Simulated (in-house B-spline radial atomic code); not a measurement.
# Ge¹⁰⁺: ionisation energy by several methods

One table from this session's results is given with a row withheld; the runs are named, their logs left out.

Method: non-relativistic, several functionals, spin-polarised; spherical all-electron atom at the radial basis limit. Code: in-house B-spline radial atomic code version 1.

### The atom as given

| Property | Result |
| --- | --- |
| element | germanium (Z = 32) |
| charge | +10 |
| electrons | 22 |
| configuration | [Ar] 3d4 |
| nucleus | point |

Outer shells as boxes (Hund's rule):

[Ar] 3d4
```
[Ar] core
3d [↑ ][↑ ][↑ ][↑ ][  ]
```

Where spins are not typed, each open shell is filled with up spins first.

Set-up of the first run:

The run's settings:

```ini
Z = 32
electrons = 22.0
configuration = [Ar] 3d4
hamiltonian = nr
method = pbe,pbe
spin_polarised = True
```

Among the steps run: PBE, a GGA; TPSS, a meta-GGA; PBEsol, a GGA; OLYP, a GGA; M06-L, a meta-GGA; Hartree-Fock; PW91, a GGA; LDA (PW92).

One table of the session follows, with a row left open; its other results are not shown here.

| method | ΔSCF (eV) |
| --- | --- |
| LDA (PW92) | 290.00 |
| PBE | 289.83 |
| PBEsol | 289.75 |
| OLYP | 291.17 |
| PW91 | 290.01 |
| TPSS | 289.69 |
| M06-L | ? |
| Hartree-Fock | 289.30 |

Estimate the missing values for M06-L.

As computed: ΔSCF (eV): 290.94. In the column «ΔSCF (eV)» it lies between PW91 (290.01) and OLYP (291.17).

To keep in mind: Meta-GGA runs start from a PBE run whose iterations are not counted. Mean absolute error by rung (exchange-only levels left out): LDA 4.00 eV, GGA 4.19 eV, meta-GGA 4.32 eV, Hartree-Fock 3.30 eV. These runs lack relativity altogether, which can outweigh the gaps between the methods, so the nearest may be so by luck. These runs leave out relativity, which matters at this nuclear charge.
